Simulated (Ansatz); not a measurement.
**CH4B2O2: one species, many methods**

An exercise on one series of results from a longer session: the logs are not shown, and one member is left open.

Program: Ansatz 0.2.0, Gaussian basis. Level of theory: functionals in def2-TZVPP, the program's frozen cores in correlated methods. These are calculated values, not measurements.

The runs, in order: LDA (SPW92), PBE-D4, revPBE-D4, BLYP-D4, r2SCAN-D4, B97M-V, PBE0-D4, B3LYP-D4, r2SCANh-D4, r2SCAN0-D4, HSE06-D4, BHLYP-D4, CAM-B3LYP-D4, LC-ωPBE, ωB97X-V, ωB97M-V, B2PLYP, PBE-QIDH; CCSD(T)/def2-SVP; CCSD(T)/def2-TZVPP; MP2/def2-QZVPP; extrapolation to the limit; RPA on PBE.

## Structure used throughout

All runs share one geometry, relaxed beforehand with PBE0-D4 in a triple-zeta def2 set.

SMILES `BOB1CO1`, 9 atoms, charge 0, spin multiplicity 1.

Atoms are counted from 1 here; the program's logs count them from 0.

Bond lengths: B1–O2 1.364 Å, B1–H6 1.195 Å, B1–H7 1.198 Å, O2–B3 1.352 Å, B3–C4 1.502 Å, B3–O5 1.331 Å, C4–O5 1.522 Å, C4–H8 1.086 Å, C4–H9 1.086 Å. Angles: O2–B1–H6 117.0°, O2–B1–H7 119.9°, H6–B1–H7 123.2°, B1–O2–B3 126.2°, O2–B3–C4 155.8°, O2–B3–O5 139.5°, C4–B3–O5 64.7°, B3–C4–O5 52.2°, B3–C4–H8 122.7°, B3–C4–H9 122.7°, O5–C4–H8 112.2°, O5–C4–H9 112.2°, H8–C4–H9 114.2°, B3–O5–C4 63.1°.

Set-up of the first run:

File in.yaml:

```yaml
crystal:
  periodic: [false, false, false]
  atoms:
    - {symbol: B, position_ang: [1.802496, -0.071330, -1.007660]}
    - {symbol: O, position_ang: [1.114284, -0.160485, 0.166355]}
    - {symbol: B, position_ang: [-0.215056, 0.023546, 0.328258]}
    - {symbol: C, position_ang: [-1.533553, -0.070848, 1.040541]}
    - {symbol: O, position_ang: [-1.240568, 0.599720, -0.293818]}
    - {symbol: H, position_ang: [2.993372, -0.145587, -0.944657]}
    - {symbol: H, position_ang: [1.207868, 0.059792, -2.039159]}
    - {symbol: H, position_ang: [-1.842470, 0.642614, 1.799357]}
    - {symbol: H, position_ang: [-2.197872, -0.923722, 0.933683]}
basis:
  gaussian: {orbitals: def2-TZVPP}
hamiltonian: {xc: lda}
output: {orbitals: {seedname: orbitals}}
```

Run with:

```
$ ansatz run in.yaml --threads 2 --pin off --events-out ev --progress --plain --max-ram 4352MiB
```

Steps of the session up to this table: LDA; PBE-D4 (GGA); revPBE-D4 (GGA); BLYP-D4 (GGA); r2SCAN-D4 (meta-GGA); B97M-V (meta-GGA); B3LYP-D4 (hybrid); r2SCANh-D4 (hybrid); r2SCAN0-D4 (hybrid); HSE06-D4 (hybrid); BHLYP-D4 (hybrid); CAM-B3LYP-D4 (range-separated); LC-ωPBE (range-separated); ωB97X-V (range-separated); ωB97M-V (range-separated); B2PLYP (double hybrid); PBE-QIDH (double hybrid).

One table of the session follows, with a row left open; its other results are not shown here.

| functional | HOMO (eV) | gap (eV) |
| --- | --- | --- |
| LDA (SPW92) | ? | ? |
| PBE-D4 | -6.93 | 4.69 |
| revPBE-D4 | -6.86 | 4.74 |
| BLYP-D4 | -6.83 | 4.72 |
| r2SCAN-D4 | -7.17 | 5.36 |
| B97M-V | -7.27 | 5.34 |
| PBE0-D4 | -8.35 | 7.15 |
| B3LYP-D4 | -8.13 | 6.68 |
| r2SCANh-D4 | -7.71 | 6.26 |
| r2SCAN0-D4 | -8.51 | 7.58 |
| HSE06-D4 | -7.94 | 6.36 |
| BHLYP-D4 | -9.68 | 9.53 |
| CAM-B3LYP-D4 | -9.81 | 9.70 |
| LC-ωPBE | -11.18 | 12.32 |
| ωB97X-V | -10.79 | 11.83 |
| ωB97M-V | -10.70 | 11.47 |

**Question.** Estimate the row for LDA (SPW92).

**Answer.** HOMO (eV): -7.10; gap (eV): 4.55. In the column «HOMO (eV)» it lies between r2SCAN-D4 (-7.17) and PBE-D4 (-6.93).
